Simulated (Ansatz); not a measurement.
Crystal: CsLiCr2Te2S3.

```xyz
9
Lattice="7.0568 0.0000 0.0000 0.0000 3.9806 0.0000 -2.6733 0.0000 8.6817" Properties=species:S:1:pos:R:3 pbc="T T T"
Cs   -0.4619    0.0000    3.2735
Li    3.9900    1.9903    6.8484
Cr   -1.6370    0.0000    8.2143
Cr    1.5865    1.9903    8.4356
Te    3.1793    0.0000    1.3257
Te    1.9223    0.0000    6.5020
S     4.3382    0.0000    5.9471
S    -0.4797    1.9903    7.3275
S     6.6521    1.9903    0.4651
```

The cell was built by a generator and needn't be a form met in nature.

Base run:

| Item | Value |
| --- | --- |
| Program | Ansatz 0.2.0 |
| Functional | BLYP |
| Potentials or basis | Ansatz PAW |
| Cutoff | 420 eV |
| Density cutoff | 1680 eV |
| k mesh | 4 × 7 × 3 |
| Occupations | fermi-dirac, width 0.05 eV |
| Spin | collinear spin, ferromagnetic start |
| Starting moments | [0.0, 0.0, 3.0, 3.0, 0.0, 0.0, 0.0, 0.0, 0.0] μB |

Its results: band gap on the k mesh 0.53 eV, indirect (least direct gap 0.80 eV); pressure 2.8 GPa; net moment 6.00 μB per cell; site moments Cs +0.00; Li +0.00; Cr +2.86, +2.66; Te -0.11, -0.03; S -0.02, -0.08, -0.03 μB; largest force 0.380 eV/Å.

Problem. The run is repeated on the same cell with these changes: functional from BLYP to LDA. What comes out?

Solution. Band gap on the k mesh 0.40 eV, indirect (least direct gap 0.65 eV); pressure -4.0 GPa; net moment 6.00 μB per cell; site moments Cs +0.00; Li +0.00; Cr +2.87, +2.66; Te -0.12, -0.03; S -0.03, -0.09, -0.04 μB; largest force 0.546 eV/Å.

LDA binds more tightly than BLYP, so the same cell stands under less pressure.

Caveats: spin-orbit coupling is left out, which moves the levels of the heavy elements; only a ferromagnetic start was run, and an antiferromagnetic order may lie lower in energy; the PAW data sets come from PBE, with cores solved anew for the run's functional, which leaves a small shift of forces and pressure; the potentials were made for another functional, which shifts forces and pressure (some runs).

Not every run made on this cell is shown here.
